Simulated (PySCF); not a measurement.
**singlet C2H6In+ at 6 levels**

We compute a comparison of 6 runs (PBE/def2-SVPD, PBE0/def2-SVPD, TPSS/def2-SVPD, r2SCAN/def2-SVPD, revPBE/def2-SVPD, CCSD(T)/def2-SVPD) of singlet C2H6In+. 

The calculation is run with PySCF 2.14.0.

**1. The molecule**

C2H6In+: 9 atoms, total charge +1, spin state singlet. As SMILES of the parent species, `C[In]C`. Geometry: relaxed at PBE0-D4/def2-TZVP. That shape belongs to the parent species and isn't relaxed for this state.

Bond lengths: C1–In2 2.198 Å, In2–C3 2.198 Å, C1–H4 1.093 Å, C1–H5 1.089 Å, C1–H6 1.093 Å, C3–H7 1.093 Å, C3–H8 1.089 Å, C3–H9 1.093 Å. Some angles: C1–In2–C3 117.7°, In2–C1–H4 108.5°, In2–C1–H5 112.1°, In2–C1–H6 108.5°, In2–C3–H7 108.5°, In2–C3–H8 112.1°, In2–C3–H9 108.5°, H4–C1–H5 109.5°, H4–C1–H6 108.7°, H5–C1–H6 109.5°.

**2. A single-point energy at PBE/def2-SVPD (core potential) (run 1)**

run.py reads:

```python
from pyscf import gto, dft

system = gto.Mole()
system.atom = [
    ('C', (0.456290, 1.815870, 0.183390)),
    ('In', (0.277560, 0.050300, -1.113490)),
    ('C', (-0.450470, -1.814830, -0.206650)),
    ('H', (-0.527030, 2.036110, 0.607180)),
    ('H', (0.821920, 2.686500, -0.358540)),
    ('H', (1.143860, 1.578810, 0.999510)),
    ('H', (-1.445190, -1.633350, 0.208840)),
    ('H', (-0.500920, -2.628420, -0.928380)),
    ('H', (0.223960, -2.091000, 0.608130)),
]
system.max_memory = 1860
system.charge = 1
system.ecp = {'In': 'def2-svp'}
system.basis = 'def2-svpd'
system.verbose = 4
system.spin = 0
system.build()

mf = dft.RKS(system)
mf.xc = 'pbe'
mf.conv_tol = 1e-10
mf.grids.level = 5
mf.kernel()
if not mf.converged:
    mf = mf.newton().run(mf.mo_coeff, mf.mo_occ)

etot = mf.e_tot
print('Final energy', etot)
```

Launch:

```console
$ OMP_NUM_THREADS=1 python run.py
```

Standard output:

```text
PySCF version 2.14.0

[... 84 lines left out ...]
converged SCF energy = -269.487185684439
Final energy -269.48718568443905
```

It took 47 s on 1 thread of AMD EPYC (Zen 3), shared host; peak memory 0.66 GiB.

**3. The energy at PBE0/def2-SVPD (core potential) (run 2)**

geometry.xyz reads:

```xyz
9
C2H6In
C      0.456290     1.815870     0.183390
In     0.277560     0.050300    -1.113490
C     -0.450470    -1.814830    -0.206650
H     -0.527030     2.036110     0.607180
H      0.821920     2.686500    -0.358540
H      1.143860     1.578810     0.999510
H     -1.445190    -1.633350     0.208840
H     -0.500920    -2.628420    -0.928380
H      0.223960    -2.091000     0.608130
```

run.py reads:

```python
from pyscf import gto, dft

mol = gto.M(
    atom='geometry.xyz',
    spin=0,
    charge=1,
    verbose=3,
    ecp={'In': 'def2-svp'},
    basis='def2-svpd',
    max_memory=1860,
)

mf = dft.RKS(mol, xc='pbe0')
mf.conv_tol = 1e-10
mf.grids.level = 5
mf.kernel()
if not mf.converged:
    mf = mf.newton().run(mf.mo_coeff, mf.mo_occ)

e_final = mf.e_tot
print('E = %.10f Eh' % e_final)
```

Launch:

```console
$ OMP_NUM_THREADS=1 python run.py
```

Standard output:

```text
converged SCF energy = -269.500334082102
E = -269.5003340821 Eh
```

Wall time 48 s (1 thread of AMD EPYC (Zen 3), shared host); peak memory 0.66 GiB.

Runs 3 to 5 aren't shown in full; the table further down has their settings and results.

**4. A single-point energy at CCSD(T)/def2-SVPD (core potential) (run 6)**

run.py reads:

```python
from pyscf import gto, cc

mol = gto.Mole()
mol.atom = [
    ('C', (0.456290, 1.815870, 0.183390)),
    ('In', (0.277560, 0.050300, -1.113490)),
    ('C', (-0.450470, -1.814830, -0.206650)),
    ('H', (-0.527030, 2.036110, 0.607180)),
    ('H', (0.821920, 2.686500, -0.358540)),
    ('H', (1.143860, 1.578810, 0.999510)),
    ('H', (-1.445190, -1.633350, 0.208840)),
    ('H', (-0.500920, -2.628420, -0.928380)),
    ('H', (0.223960, -2.091000, 0.608130)),
]
mol.verbose = 4
mol.charge = 1
mol.ecp = {'In': 'def2-svp'}
mol.basis = 'def2-svpd'
mol.max_memory = 1860
mol.build()

myscf = mol.RHF()
myscf.conv_tol = 1e-10
myscf.kernel()
if not myscf.converged:
    myscf = myscf.newton().run(myscf.mo_coeff, myscf.mo_occ)

mycc = cc.CCSD(myscf, frozen=6)
mycc.kernel()
e_t = mycc.ccsd_t()
e_tot = mycc.e_tot + e_t
print(f'total energy: {e_tot:.8f} hartree')
```

Launch:

```console
$ OMP_NUM_THREADS=1 python run.py
```

Standard output:

```text
PySCF version 2.14.0

[... 63 lines left out ...]
converged SCF energy = -268.103205858562
[... 12 lines left out ...]
Init t2, MP2 energy = -268.48871822509  E_corr(MP2) -0.385512366527969
[... 12 lines left out ...]
CCSD converged
[... 2 lines left out ...]
total energy: -268.54564559 hartree
```

It took 3.7 min on 1 thread of AMD EPYC (Zen 3), shared host; peak memory 1.8 GiB.

**5. The series**

```csv
run,level,integration grid,frozen core orbitals,energy (Eh),HOMO energy (eV),LUMO energy (eV),HOMO–LUMO gap (eV),wall time
1,PBE/def2-SVPD (core potential),5,–,-269.487186,-11.84,-9.52,2.32,47 s
2,PBE0/def2-SVPD (core potential),5,–,-269.500334,-12.81,-8.76,4.05,48 s
3,TPSS/def2-SVPD (core potential),5,–,-269.549359,-11.82,-9.38,2.44,84 s
4,r2SCAN/def2-SVPD (core potential),5,–,-269.615299,-12.01,-9.37,2.63,81 s
5,revPBE/def2-SVPD (core potential),5,–,-269.636620,-11.77,-9.43,2.34,46 s
6,CCSD(T)/def2-SVPD (core potential),–,6,-268.545646,-14.93,-5.82,9.11,3.7 min
```

**6. Outcome**

| quantity | value |
| --- | --- |
| run 6: total energy | -268.54565 Eh |
| run 6: HOMO energy (Hartree–Fock orbitals) | -14.93 eV |
| run 6: LUMO energy (Hartree–Fock orbitals) | -5.82 eV |
| run 6: HOMO–LUMO gap (Hartree–Fock orbitals) | 9.11 eV |
| run 6: correlation energy (6 core orbitals frozen) | -442.4 mEh |
| run 6: (T) correction | -15.74 mEh |
| run 6: T1 diagnostic | 0.012 |

**Reading.** Over runs 1, 2, 3, 4, 5 the HOMO–LUMO gap runs from 2.32 eV (PBE/def2-SVPD) to 4.05 eV (PBE0/def2-SVPD). Totals of different functionals can't be ranked against each other. All runs together took 8.7 min, the longest 3.7 min.
